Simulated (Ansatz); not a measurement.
GaB: band structure with BLYP

Crystal: GaB.

```
CELL_PARAMETERS angstrom
2.71824 0.00000 0.00000
0.00000 2.71824 0.00000
0.00000 0.00000 3.23621
ATOMIC_POSITIONS crystal
Ga 0.50000 0.50000 0.50000
B 0.00000 0.00000 0.00000
```

The cell was built by a generator and needn't be a form met in nature.

```yaml
Program: Ansatz 0.2.0
Task: band structure
Functional: BLYP
Potentials_or_basis: Ansatz PAW
Cutoff: "420 eV (not typed: the program's choice for these potentials)"
k_mesh: 6 × 6 × 5
Occupations: fermi-dirac, width 0.05 eV
Spin: no spin polarisation
Path: "[[\"G\", \"X\", \"M\", \"G\", \"Z\", \"R\", \"A\", \"Z\"], [\"X\", \"R\"], [\"M\", \"A\"]]"
Points_for_each_segment_of_the_path: 14
```

```yaml
Pressure: 8.5 GPa
Band_gap_on_the_k_mesh: none (metal or under the smearing width)
```

Stress tensor (GPa, compression positive):
```
9.98 0.00 0.00
0.00 9.98 0.00
0.00 0.00 5.50
```

Levels at the corners of the path, in eV from the Fermi level:
```
point  band 4  band 5  band 6  band 7  band 8  band 9  band 10  band 11  band 12  band 13
    Γ  -15.24  -15.19  -13.38   -1.82    1.66    2.46     2.46     9.27     9.74    12.77
    X  -15.29  -15.22   -8.65   -8.35    1.68    4.76     5.18     5.37     5.42    11.07
    M  -15.29  -15.05   -4.50   -4.50   -3.68   -2.20     2.99     7.45     7.45     9.57
    Γ  -15.24  -15.19  -13.38   -1.82    1.66    2.46     2.46     9.27     9.74    12.77
    Z  -15.28  -15.19  -10.06   -9.85    4.06    4.06     7.49     9.38     9.38     9.73
    R  -15.25  -15.14   -5.46   -5.30   -5.19   -4.50     5.12     9.87    11.64    13.40
    A  -15.15  -15.04   -2.26   -1.38   -1.38   -0.44     0.07     0.07     0.80     1.62
    Z  -15.28  -15.19  -10.06   -9.85    4.06    4.06     7.49     9.38     9.38     9.73
    X  -15.29  -15.22   -8.65   -8.35    1.68    4.76     5.18     5.37     5.42    11.07
    R  -15.25  -15.14   -5.46   -5.30   -5.19   -4.50     5.12     9.87    11.64    13.40
    M  -15.29  -15.05   -4.50   -4.50   -3.68   -2.20     2.99     7.45     7.45     9.57
    A  -15.15  -15.04   -2.26   -1.38   -1.38   -0.44     0.07     0.07     0.80     1.62
```

It took 1 s on 2 threads of Intel(R) Xeon(R) Platinum 8375C CPU @ 2.90GHz (Ice Lake), on a shared host, peak memory 0.34 GiB.

Caveat: the k mesh is coarse (spacing up to 0.39 Å⁻¹), so the values aren't converged; the PAW data sets come from PBE, with cores solved anew for the run's functional, which leaves a small shift of forces and pressure.
